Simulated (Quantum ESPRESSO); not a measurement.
Crystal: MoS2.

```
Mo S
1.0
     3.16900    0.00000    0.00000
    -1.58450    2.74443    0.00000
     0.00000    0.00000   12.32400
Mo S
2 4
Direct
  0.33333 0.66667 0.25000
  0.66667 0.33333 0.75000
  0.33333 0.66667 0.62300
  0.66667 0.33333 0.12300
  0.33333 0.66667 0.87700
  0.66667 0.33333 0.37700
```

Base run:

- Program: Quantum ESPRESSO 7.5
- Functional: PBE
- Potentials or basis: PseudoDojo 0.4.1 SR PBE standard
- Cutoff: 1088 eV
- Density cutoff: 4354 eV
- k mesh: 12 × 12 × 3
- Occupations: fermi-dirac, width 0.02 eV
- Spin: no spin polarisation

Its results: band gap on the k mesh 0.89 eV, indirect (least direct gap 1.66 eV); pressure 2.0 GPa; largest force 0.058 eV/Å; electronic dielectric tensor (diagonal) 15.29, 15.29, 6.46.

Problem. The run is repeated on the same cell with these changes: functional from PBE to LDA; potentials or basis from PseudoDojo 0.4.1 SR PBE standard to PseudoDojo 0.4.1 SR LDA standard. What comes out?

Solution. Band gap on the k mesh 0.82 eV, indirect (least direct gap 1.65 eV); pressure -5.6 GPa; largest force 0.472 eV/Å; electronic dielectric tensor (diagonal) 15.39, 15.39, 6.77.

Caveats: on a mesh that holds Γ this program's dielectric tensor can be off by some percent beyond the error of the mesh; an odd mesh through Γ misses points on the zone boundary, where band edges often lie; this functional lacks dispersion, which binds the layers, so the pressure and a relaxed spacing across them are unreliable (some runs); the cell is more than 3 GPa from zero pressure, which shifts response properties (some runs).
